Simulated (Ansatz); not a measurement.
SrCl₂, space group Fm-3m: relaxations under a series of pressures, run with Ansatz 0.2.0 through its Python package.

`run_compress.py`
```python
"""Cell of SrCl2 under pressure."""

import argparse

import ansatz as az
import numpy as np

parser = argparse.ArgumentParser(description="Cell of SrCl2 under pressure.")
parser.add_argument("--filling", required=True, help="how the bands are filled")
args = parser.parse_args()

def edges_and_angles(cell):
    cell = np.asarray(cell)
    a, b, c = np.linalg.norm(cell, axis=1)
    cosines = cell[1] @ cell[2] / (b * c), cell[0] @ cell[2] / (a * c), cell[0] @ cell[1] / (a * b)
    return (a, b, c, *np.degrees(np.arccos(cosines)))


def main() -> None:
    structure = (
        az.Lattice.from_parameters(4.933272, 4.933272, 4.933272, alpha=60.0, beta=60.0, gamma=60.0)
        .atom("Sr", (0.0, 0.0, 0.0))
        .atom("Cl", (0.25, 0.25, 0.25))
        .atom("Cl", (0.75, 0.75, 0.75))
    )

    calc = (
        structure.calculation()
        .pseudopotentials("paw")
        .occupations(args.filling)
        .basis(34 * az.Ry)
        .kpoints(6)
        .functional(az.Functional.PBE)
    )

    # H = F + PV, with 1 GPa A^3 = 1/160.21766 eV
    rows = []
    for pressure in [0, 5, 10, 20]:
        out = calc.relax(cell=True, pressure=pressure, force_tolerance=0.02).run(threads=1, backend="cpu")
        cell = out.lattice.cell_ang
        n_atoms = len(out.lattice.sites)
        volume = abs(np.linalg.det(cell)) / n_atoms
        enthalpy = out.report["free_energy_ev"] / n_atoms + pressure * volume / 160.21766
        rows.append((pressure, volume, enthalpy, *edges_and_angles(cell)))
        print(f"{pressure} GPa done: {volume:.4f} A^3/atom")

    print(" P (GPa)  V (A^3/atom)  H (eV/atom)     a       b       c")
    for row in rows:
        print("{:8.1f} {:12.4f} {:14.5f} {:7.4f} {:7.4f} {:7.4f}".format(*row[:6]))
    p, v = np.array([row[0] for row in rows], float), np.array([row[1] for row in rows])
    print("mean bulk modulus between rows (GPa):", np.round(-np.diff(p) / np.diff(np.log(v)), 1))


if __name__ == "__main__":
    main()
```

How far does the cell shrink over this series of pressures, and what bulk modulus does the first step imply?

The volume falls from 29.06 Å³ an atom at 0 GPa to 21.50 at 20 GPa, by 26.0 %. Between 0 and 5 GPa, -V dP/dV is about 44 GPa, a mean over that step.

The output:

Running `python run_compress.py --filling fixed` prints:
```text
0 GPa done: 29.0566 A^3/atom
5 GPa done: 25.9366 A^3/atom
10 GPa done: 23.9849 A^3/atom
20 GPa done: 21.4958 A^3/atom
 P (GPa)  V (A^3/atom)  H (eV/atom)     a       b       c
     0.0      29.0566    -1903.57736  4.9769  4.9769  4.9769
     5.0      25.9366    -1902.72367  4.7920  4.7920  4.7920
    10.0      23.9849    -1901.94666  4.6687  4.6687  4.6687
    20.0      21.4958    -1900.53399  4.5012  4.5012  4.5012
mean bulk modulus between rows (GPa): [44.  63.9 91.3]
```

Caveats:
- Absolute energies stand on the zero of these potentials, so only differences at equal settings mean something.
- At a fixed pressure a relaxation lowers the enthalpy F + PV, while F alone can rise.
- The structure is a deposited one; some such entries were measured under pressure or heat, so a shift against it needn't be the functional's error alone.
- Symmetry holds the cell in this phase, whether or not it is the stable one at each pressure.
- Finished in 20 s on 1 thread of Intel(R) Xeon(R) Processor @ 2.30GHz, on a shared host, peak memory 0.54 GiB.
